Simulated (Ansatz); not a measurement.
# HBr with N2: superposition error and deformation, part 3 of 3

Ansatz 0.2.0, Gaussian basis. The steps go on from the part before.

### Step 19. B3LYP-D4/def2-TZVPPD

The inputs:

free-a/in.yaml

```yaml
crystal:
  periodic: [false, false, false]
  atoms:
    - {symbol: Br, position_ang: [0.008094, 0.060789, -2.550136]}
    - {symbol: H, position_ang: [-0.002260, 0.044888, -1.129715]}
basis:
  gaussian: {orbitals: "def2-TZVPPD.json"}
hamiltonian: {xc: {name: B3LYP}, dispersion: d4}
```

free-b/in.yaml

```yaml
crystal:
  periodic: [false, false, false]
  atoms:
    - {symbol: N, position_ang: [-0.002960, -0.034296, 1.295452]}
    - {symbol: N, position_ang: [-0.002774, -0.071382, 2.384300]}
basis:
  gaussian: {orbitals: "def2-TZVPPD.json"}
hamiltonian: {xc: {name: B3LYP}, dispersion: d4}
```

The same command starts each run, in its folder.

The run is started by

```sh
> ansatz run in.yaml --threads 2 --pin off --events-out ev --progress --plain --max-ram 5222MiB
```

Log of free-a (excerpt; [...] marks lines left out):

```text
Functional definition: B3LYP
  name "B3LYP"
  cite "Stephens, Devlin, Chabalowski & Frisch, J. Phys. Chem. 98, 11623 (1994) doi:10.1021/j100096a001"
  cite "Becke, Phys. Rev. A 38, 3098 (1988) doi:10.1103/PhysRevA.38.3098"
  cite "Lee, Yang & Parr, Phys. Rev. B 37, 785 (1988) doi:10.1103/PhysRevB.37.785"
  cite "Vosko, Wilk & Nusair, Can. J. Phys. 58, 1200 (1980) doi:10.1139/p80-159"
[...]
515 factors; their error is unknown
[...]
mean field -70063.61974234 eV, -2574.7905347037 hartree, gradient 6.3e-6 eV, S^2 0.000000; 0 other end points of the search recorded, 0 dependent functions left out
reference -70063.61993093 eV, -2574.7905416344 hartree; 18, 18 occupied and 56, 56 virtual orbitals, 515 factors
Total energy: -70063.63106435 eV, -2574.7909507801 hartree
```

Log of free-b (excerpt; [...] marks lines left out):

```text
[... 6 set-up lines as earlier in the session ...]
[...]
358 factors; their error is unknown
[...]
mean field -2981.65473380 eV, -109.5737904291 hartree, gradient 1.6e-6 eV, S^2 0.000000; 0 other end points of the search recorded, 0 dependent functions left out
reference -2981.65486906 eV, -109.5737953997 hartree; 7, 7 occupied and 67, 67 virtual orbitals, 358 factors
Total energy: -2981.67089560 eV, -109.5743843643 hartree
```

Times: 0.4 s (free-a), 0.25 s (free-b) on 2 threads of AMD EPYC 9R14, shared host.

### Step 20. wB97X-V/def2-TZVPPD

Each input of step 19 (free-a, free-b) changes in the same lines:

```diff
-hamiltonian: {xc: {name: B3LYP}, dispersion: d4}
+hamiltonian: {xc: {name: wB97X-V}}
```

Each run has its own folder and the same command.

The run is started by

```sh
> ansatz run in.yaml --threads 2 --pin off --events-out ev --progress --plain --max-ram 5222MiB
```

Log of free-a (excerpt; [...] marks lines left out):

```text
[... 5 set-up lines as earlier in the session ...]
[...]
      + integral(e_c_pw_opposite_spin*poly(b97_u_opposite, cos0, cos1)) + vv10(b, c)
515 factors; their error is unknown
102 factors; integrals over basis functions are off by at most 6.0e-5 eV
[...]
mean field -70056.31846585 eV, -2574.5222177417 hartree, gradient 1.7e-5 eV, S^2 0.000000; 0 other end points of the search recorded, 0 dependent functions left out
reference -70056.31846405 eV, -2574.5222176756 hartree; 18, 18 occupied and 56, 56 virtual orbitals, 515 factors
Total energy: -70056.31846405 eV, -2574.5222176756 hartree
```

free-b printed (excerpt; [...] marks lines left out):

```text
[... 5 set-up lines as earlier in the session ...]
[...]
      + integral(e_c_pw_opposite_spin*poly(b97_u_opposite, cos0, cos1)) + vv10(b, c)
358 factors; their error is unknown
78 factors; integrals over basis functions are off by at most 8.6e-5 eV
[...]
mean field -2980.74846811 eV, -109.5404857791 hartree, gradient 2.3e-5 eV, S^2 0.000000; 0 other end points of the search recorded, 0 dependent functions left out
reference -2980.74846696 eV, -109.5404857368 hartree; 7, 7 occupied and 67, 67 virtual orbitals, 358 factors
Total energy: -2980.74846696 eV, -109.5404857368 hartree
```

Times: 0.85 s (free-a), 0.45 s (free-b) on 2 threads of AMD EPYC 9R14, shared host.

### Step 21. wB97M-V/def2-TZVPPD

The same edit goes into each in.yaml of step 20 (free-a, free-b):

```diff
-hamiltonian: {xc: {name: wB97X-V}}
+hamiltonian: {xc: {name: wB97M-V}}
```

The same command starts each run, in its folder.

The run is started by

```sh
> ansatz run in.yaml --threads 2 --pin off --events-out ev --progress --plain --max-ram 5222MiB
```

free-a printed (excerpt; [...] marks lines left out):

```text
[... 5 set-up lines as earlier in the session ...]
  # Of w^i u^j: cxij and so on, Table III.
[...]
  gx(w, u) = 1 - cx + cx01*u + cx10*w
[...]
      + integral(e_c_pw_mod_opposite_spin*gos(b97_w_opposite, b97_u_opposite)) + vv10(b, c)
508 factors; their error is unknown
102 factors; integrals over basis functions are off by at most 6.0e-5 eV
[...]
mean field -70058.70045850 eV, -2574.6097543573 hartree, gradient 1.6e-5 eV, S^2 0.000000; 0 other end points of the search recorded, 0 dependent functions left out
reference -70058.70050819 eV, -2574.6097561832 hartree; 18, 18 occupied and 56, 56 virtual orbitals, 508 factors
Total energy: -70058.70050819 eV, -2574.6097561832 hartree
```

Log of free-b (excerpt; [...] marks lines left out):

```text
[... 5 set-up lines as earlier in the session ...]
  # Of w^i u^j: cxij and so on, Table III.
[...]
  gx(w, u) = 1 - cx + cx01*u + cx10*w
[...]
      + integral(e_c_pw_mod_opposite_spin*gos(b97_w_opposite, b97_u_opposite)) + vv10(b, c)
358 factors; their error is unknown
78 factors; integrals over basis functions are off by at most 8.6e-5 eV
[...]
mean field -2981.07707279 eV, -109.5525617783 hartree, gradient 1.6e-5 eV, S^2 0.000000; 0 other end points of the search recorded, 0 dependent functions left out
reference -2981.07710150 eV, -109.5525628334 hartree; 7, 7 occupied and 67, 67 virtual orbitals, 358 factors
Total energy: -2981.07710150 eV, -109.5525628334 hartree
```

They took 1 s (free-a), 0.6 s (free-b) on 2 threads of AMD EPYC 9R14, shared host.

### Step 22. B2PLYP/def2-TZVPPD

Each input of step 21 (free-a, free-b) changes in the same lines:

```diff
-hamiltonian: {xc: {name: wB97M-V}}
+hamiltonian: {xc: {name: B2PLYP}}
```

Each run has its own folder and the same command.

The run is started by

```sh
> ansatz run in.yaml --threads 2 --pin off --events-out ev --progress --plain --max-ram 5222MiB
```

free-a printed (excerpt; [...] marks lines left out):

```text
[... 5 set-up lines as earlier in the session ...]
[...]
448 factors; integrals over basis functions are off by at most 1.5e-3 eV
[...]
mean field -70049.80359874 eV, -2574.2828007916 hartree, gradient 2.0e-6 eV, S^2 0.000000; 0 other end points of the search recorded, 0 dependent functions left out
9 core orbitals not correlated: weight in the atoms' cores, before any rotation towards them, 1.000 or more for the frozen orbitals, at most 0.000 for the correlated occupied ones
reference -70049.80371404 eV, -2574.2828050286 hartree; 9, 9 occupied and 56, 56 virtual orbitals, 448 factors
second order -9.29735776 eV of doubles, -0.00000000 eV of singles
Total energy: -70052.31400063 eV, -2574.3750563595 hartree
```

Output in free-b (excerpt; [...] marks lines left out):

```text
[... 5 set-up lines as earlier in the session ...]
[...]
478 factors; integrals over basis functions are off by at most 8.4e-4 eV
[...]
mean field -2976.36306756 eV, -109.3793252816 hartree, gradient 2.3e-6 eV, S^2 0.000000; 0 other end points of the search recorded, 0 dependent functions left out
2 core orbitals not correlated: weight in the atoms' cores, before any rotation towards them, 1.000 or more for the frozen orbitals, at most 0.000 for the correlated occupied ones
reference -2976.36315685 eV, -109.3793285629 hartree; 5, 5 occupied and 67, 67 virtual orbitals, 478 factors
second order -12.53917207 eV of doubles, -0.00000000 eV of singles
Total energy: -2979.74873331 eV, -109.5037462030 hartree
```

Times: 0.55 s (free-a), 0.35 s (free-b) on 2 threads of AMD EPYC 9R14, shared host.

### Step 23. BLYP-D4/def2-TZVPPD

The same edit goes into each in.yaml of step 22 (free-a, free-b):

```diff
-hamiltonian: {xc: {name: B2PLYP}}
+hamiltonian: {xc: {name: BLYP}, dispersion: d4}
```

The same command starts each run, in its folder.

The run is started by

```sh
> ansatz run in.yaml --threads 2 --pin off --events-out ev --progress --plain --max-ram 5222MiB
```

Output in free-a (excerpt; [...] marks lines left out):

```text
[... 4 set-up lines as earlier in the session ...]
[...]
479 factors; their error is unknown
[...]
mean field -70063.42414183 eV, -2574.7833465178 hartree, gradient 1.9e-5 eV, S^2 0.000000; 0 other end points of the search recorded, 0 dependent functions left out
reference -70063.42440145 eV, -2574.7833560584 hartree; 18, 18 occupied and 56, 56 virtual orbitals, 479 factors
Total energy: -70063.44037336 eV, -2574.7839430155 hartree
```

Output in free-b (excerpt; [...] marks lines left out):

```text
[... 4 set-up lines as earlier in the session ...]
[...]
358 factors; their error is unknown
[...]
mean field -2981.31815033 eV, -109.5614212147 hartree, gradient 2.8e-5 eV, S^2 0.000000; 0 other end points of the search recorded, 0 dependent functions left out
reference -2981.31834280 eV, -109.5614282879 hartree; 7, 7 occupied and 67, 67 virtual orbitals, 358 factors
Total energy: -2981.34192436 eV, -109.5622948941 hartree
```

Wall times: 0.35 s (free-a), 0.2 s (free-b) on 2 threads of AMD EPYC 9R14, shared host.

### Step 24. revPBE-D4/def2-TZVPPD

The same edit goes into each in.yaml of step 23 (free-a, free-b):

```diff
-hamiltonian: {xc: {name: BLYP}, dispersion: d4}
+hamiltonian: {xc: {name: revPBE}, dispersion: d4}
```

One command serves all of them, each in its own folder.

The run is started by

```sh
> ansatz run in.yaml --threads 2 --pin off --events-out ev --progress --plain --max-ram 5222MiB
```

Log of free-a (excerpt; [...] marks lines left out):

```text
[... 4 set-up lines as earlier in the session ...]
[...]
479 factors; their error is unknown
[...]
mean field -70056.79573460 eV, -2574.5397570449 hartree, gradient 3.8e-5 eV, S^2 0.000000; 0 other end points of the search recorded, 0 dependent functions left out
reference -70056.79579161 eV, -2574.5397591400 hartree; 18, 18 occupied and 56, 56 virtual orbitals, 479 factors
Total energy: -70056.82093410 eV, -2574.5406831095 hartree
```

free-b printed (excerpt; [...] marks lines left out):

```text
[... 4 set-up lines as earlier in the session ...]
[...]
358 factors; their error is unknown
[...]
mean field -2980.96048158 eV, -109.5482771305 hartree, gradient 2.1e-5 eV, S^2 0.000000; 0 other end points of the search recorded, 0 dependent functions left out
reference -2980.96051174 eV, -109.5482782390 hartree; 7, 7 occupied and 67, 67 virtual orbitals, 358 factors
Total energy: -2981.00140946 eV, -109.5497812023 hartree
```

Times: 0.35 s (free-a), 0.2 s (free-b) on 2 threads of AMD EPYC 9R14, shared host.

### Step 25. B97M-V/def2-TZVPPD

The same edit goes into each in.yaml of step 24 (free-a, free-b):

```diff
-hamiltonian: {xc: {name: revPBE}, dispersion: d4}
+hamiltonian: {xc: {name: B97M-V}}
```

One command serves all of them, each in its own folder.

The run is started by

```sh
> ansatz run in.yaml --threads 2 --pin off --events-out ev --progress --plain --max-ram 5222MiB
```

free-a printed (excerpt; [...] marks lines left out):

```text
[... 5 set-up lines as earlier in the session ...]
  # Of w^i u^j: cxij and so on, Table III.
[...]
  gx(w, u) = cx00 + cx01*u + cx02*u^2 + (cx10 + cx11*u)*w
[...]
  gos(w, u) = cos00 + cos01*u + cos03*u^3 + cos10*w + cos32*w^3*u^2
[...]
      + integral(e_c_pw_mod_opposite_spin*gos(b97_w_opposite, b97_u_opposite)) + vv10(b, c)
479 factors; their error is unknown
[...]
mean field -70050.15837529 eV, -2574.2958385891 hartree, gradient 2.4e-5 eV, S^2 0.000000; 0 other end points of the search recorded, 0 dependent functions left out
reference -70050.15843915 eV, -2574.2958409361 hartree; 18, 18 occupied and 56, 56 virtual orbitals, 479 factors
Total energy: -70050.15843915 eV, -2574.2958409361 hartree
```

free-b printed (excerpt; [...] marks lines left out):

```text
[... 5 set-up lines as earlier in the session ...]
  # Of w^i u^j: cxij and so on, Table III.
[...]
  gx(w, u) = cx00 + cx01*u + cx02*u^2 + (cx10 + cx11*u)*w
[...]
  gos(w, u) = cos00 + cos01*u + cos03*u^3 + cos10*w + cos32*w^3*u^2
[...]
      + integral(e_c_pw_mod_opposite_spin*gos(b97_w_opposite, b97_u_opposite)) + vv10(b, c)
358 factors; their error is unknown
[...]
mean field -2981.12767031 eV, -109.5544212029 hartree, gradient 1.1e-6 eV, S^2 0.000000; 0 other end points of the search recorded, 0 dependent functions left out
reference -2981.12770513 eV, -109.5544224825 hartree; 7, 7 occupied and 67, 67 virtual orbitals, 358 factors
Total energy: -2981.12770513 eV, -109.5544224825 hartree
```

They took 0.95 s (free-a), 0.45 s (free-b) on 2 threads of AMD EPYC 9R14, shared host.

### Step 26. HSE06-D4/def2-TZVPPD

Each input of step 25 (free-a, free-b) changes in the same lines:

```diff
-hamiltonian: {xc: {name: B97M-V}}
+hamiltonian: {xc: hse06, dispersion: d4}
```

Each run has its own folder and the same command.

The run is started by

```sh
> ansatz run in.yaml --threads 2 --pin off --events-out ev --progress --plain --max-ram 5222MiB
```

Log of free-a (excerpt; [...] marks lines left out):

```text
[... 6 set-up lines as earlier in the session ...]
[...]
531 factors; their error is unknown
36 factors; integrals over basis functions are off by at most 9.7e-5 eV
[...]
mean field -70054.73058577 eV, -2574.4638642251 hartree, gradient 8.9e-5 eV, S^2 0.000000; 0 other end points of the search recorded, 0 dependent functions left out
reference -70054.73062359 eV, -2574.4638656152 hartree; 18, 18 occupied and 56, 56 virtual orbitals, 531 factors
Total energy: -70054.73569797 eV, -2574.4640520950 hartree
```

Output in free-b (excerpt; [...] marks lines left out):

```text
[... 6 set-up lines as earlier in the session ...]
[...]
358 factors; their error is unknown
27 factors; integrals over basis functions are off by at most 4.5e-5 eV
[...]
mean field -2978.05887152 eV, -109.4416449276 hartree, gradient 3.9e-6 eV, S^2 0.000000; 0 other end points of the search recorded, 0 dependent functions left out
reference -2978.05889197 eV, -109.4416456790 hartree; 7, 7 occupied and 67, 67 virtual orbitals, 358 factors
Total energy: -2978.06616941 eV, -109.4419131200 hartree
```

They took 0.45 s (free-a), 0.3 s (free-b) on 2 threads of AMD EPYC 9R14, shared host.

### Step 27. CCSD(T)/def2-TZVPPD

The same edit goes into each in.yaml of step 26 (free-a, free-b):

```diff
-hamiltonian: {xc: hse06, dispersion: d4}
+correlation: {method: ccsd_t}
```

The same command starts each run, in its folder.

The run is started by

```sh
> ansatz run in.yaml --threads 2 --pin off --events-out ev --progress --plain --max-ram 5222MiB
```

Log of free-a (excerpt; [...] marks lines left out):

```text
[... 4 set-up lines as earlier in the session ...]
[...]
448 factors; integrals over basis functions are off by at most 1.5e-3 eV
[...]
mean field -70014.95852822 eV, -2573.0022680685 hartree, gradient 1.7e-6 eV, S^2 0.000000; 0 other end points of the search recorded, 0 dependent functions left out
9 core orbitals not correlated: weight in the atoms' cores, before any rotation towards them, 1.000 or more for the frozen orbitals, at most 0.000 for the correlated occupied ones
reference -70014.95852822 eV, -2573.0022680685 hartree; 9, 9 occupied and 56, 56 virtual orbitals, 448 factors
second order -7.87999956 eV of doubles, -0.00000000 eV of singles
cycle   1  -7.96291181 eV  change   -8.3e-2 eV  update   4.5e-2
[...]
cycle   7  -8.14975595 eV  change    2.9e-6 eV  update   1.3e-5
perturbative correction -0.24559993 eV, -0.0090256310 hartree
Total energy: -70023.35388410 eV, -2573.3107917067 hartree
```

Log of free-b (excerpt; [...] marks lines left out):

```text
[... 4 set-up lines as earlier in the session ...]
[...]
478 factors; integrals over basis functions are off by at most 8.4e-4 eV
[...]
mean field -2965.76591589 eV, -108.9898871407 hartree, gradient 7.0e-7 eV, S^2 0.000000; 0 other end points of the search recorded, 0 dependent functions left out
2 core orbitals not correlated: weight in the atoms' cores, before any rotation towards them, 1.000 or more for the frozen orbitals, at most 0.000 for the correlated occupied ones
reference -2965.76591589 eV, -108.9898871407 hartree; 5, 5 occupied and 67, 67 virtual orbitals, 478 factors
second order -10.10510507 eV of doubles, -0.00000000 eV of singles
cycle   1  -9.66228103 eV  change    4.4e-1 eV  update   8.1e-2
[...]
cycle   8  -10.08121026 eV  change   -6.9e-6 eV  update   6.6e-6
perturbative correction -0.49661205 eV, -0.0182501563 hartree
Total energy: -2976.34373820 eV, -109.3786149405 hartree
```

Wall times: 0.65 s (free-a), 0.5 s (free-b) on 2 threads of AMD EPYC 9R14, shared host.

### Step 28. The split

```csv
method,interaction with counterpoise (kcal/mol),without,superposition error,deformation,binding energy
PBE-D4,-1.34,-1.48,0.14,0.01,-1.33
revPBE-D4,-1.03,-1.16,0.14,0.02,-1.01
BLYP-D4,-0.99,-1.13,0.13,0.01,-0.98
r2SCAN-D4,-0.82,-0.92,0.10,0.01,-0.81
B97M-V,-1.09,-1.23,0.14,0.01,-1.09
PBE0-D4,-1.16,-1.28,0.11,0.00,-1.16
B3LYP-D4,-1.04,-1.16,0.11,0.00,-1.04
HSE06-D4,-1.18,-1.29,0.11,0.00,-1.18
wB97X-V,-0.97,-1.08,0.11,0.01,-0.96
wB97M-V,-0.90,-0.99,0.10,0.00,-0.89
B2PLYP,-0.77,-1.00,0.23,0.02,-0.75
Hartree-Fock,0.14,0.05,0.09,-0.03,0.10
MP2,-1.20,-1.76,0.56,0.05,-1.16
CCSD,-0.76,-1.27,0.51,0.02,-0.74
CCSD(T),-0.94,-1.48,0.55,0.03,-0.91
```

### Step 29. Results

What follows sums up all 3 parts.

```
            quantity           value
interaction, CCSD(T)  -0.94 kcal/mol
 superposition error   0.55 kcal/mol
         deformation   0.03 kcal/mol
      binding energy  -0.91 kcal/mol
```

In this basis the superposition error is 0.55 kcal/mol for CCSD(T) and 0.12 kcal/mol on average for the plain functionals: correlated methods borrow far more, since they need many more functions to converge. Deformation takes back 3 % of the interaction. The free shapes are PBE0-D4 minima, so other methods can show a small negative deformation energy.
